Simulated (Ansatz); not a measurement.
# Si11N12: the cost of one run

Method: DFT PBE, scalar-relativistic, plane waves, PAW, in Ansatz 0.2.0.

## 1. Starting point

The cell holds 23 atoms (N12Si11): a = 6.444 Å, b = 6.598 Å, c = 6.620 Å, α = 88.08°, β = 88.53°, γ = 87.86°.

It is the last frame of an earlier stage of the same melt, run at 2880 K.

The coordinates stand in the first input below.

## 2. Langevin stage at 1600 K

One k point, a Fermi-Dirac width of 0.138 eV and a fixed cell.

input.yaml

```yaml
crystal:
  lattice:
    - [6.441899, 0.120905, 0.082939]
    - [0.120905, 6.595852, 0.110193]
    - [0.082939, 0.110193, 6.618272]
  atoms:
    - { symbol: Si, position: [0.7685649826, 0.632982279, 0.4174936395] }
    - { symbol: Si, position: [0.9895657101, 0.0675670228, 0.5961682975] }
    - { symbol: Si, position: [0.5781900969, 0.1562643688, 0.2535066694] }
    - { symbol: Si, position: [0.7492131751, 0.2938679528, 0.8495939496] }
    - { symbol: Si, position: [0.46519781, 0.0464934549, 0.6129440974] }
    - { symbol: Si, position: [0.2583662714, 0.826107448, 0.9657172668] }
    - { symbol: Si, position: [0.7810434203, 0.8305206332, 0.9928833952] }
    - { symbol: Si, position: [0.5540523203, 0.6101216158, 0.794882103] }
    - { symbol: Si, position: [0.267056848, 0.2961341641, 0.8859732177] }
    - { symbol: Si, position: [0.2039555205, 0.8194126951, 0.3254930422] }
    - { symbol: Si, position: [0.9863098935, 0.2492992989, 0.0776789856] }
    - { symbol: "N", position: [0.4882081099, 0.2279153024, 0.0100397793] }
    - { symbol: "N", position: [0.3173822586, 0.5581693734, 0.8908057516] }
    - { symbol: "N", position: [0.57638927, 0.3730361917, 0.4291849514] }
    - { symbol: "N", position: [0.5093139086, 0.9332062597, 0.3850009642] }
    - { symbol: "N", position: [0.2450331727, 0.1749213381, 0.6563045531] }
    - { symbol: "N", position: [0.9967651244, 0.874420042, 0.8049226718] }
    - { symbol: "N", position: [0.4817072407, 0.8926370424, 0.8295849862] }
    - { symbol: "N", position: [0.1921981757, 0.4265353732, 0.2505048875] }
    - { symbol: "N", position: [0.7957352716, 0.6153106724, 0.1314207771] }
    - { symbol: "N", position: [0.1290257069, 0.5457543224, 0.3562218716] }
    - { symbol: "N", position: [0.832691702, 0.0477525565, 0.1690210918] }
    - { symbol: "N", position: [0.7311156725, 0.1983077213, 0.6315773589] }
  symmetry: { detect: false }
basis:
  ecutwfc: 420
  xc_grid: 1
kpoints:
  mp_grid: { grid: [1, 1, 1], shift: [0.25, 0.25, 0.25] }
hamiltonian:
  xc: pbe
scf:
  occupations: { method: fermi_dirac, width: 0.1379 }
  lower_state_search: "off"
  convergence: { dr2_threshold: 1.0e-05 }
output:
  forces: true
  stress: true
md:
  timestep: 2.0
  n_steps: 235
  ensemble: nvt_langevin
  friction: 0.03
  temperature: 1600.0
  initial_velocities: maxwell_boltzmann
  seed: 41760
```

Run with:

```sh
$ ansatz run input.yaml --threads 2 --pin off --max-ram 5120MiB --backend cpu --events-out ev --progress --plain --runs-dir out
```

What time and memory should one allow on 2 threads of Arm Neoverse V2, shared host?

About 4.3 min, with a peak of 0.42 GiB.
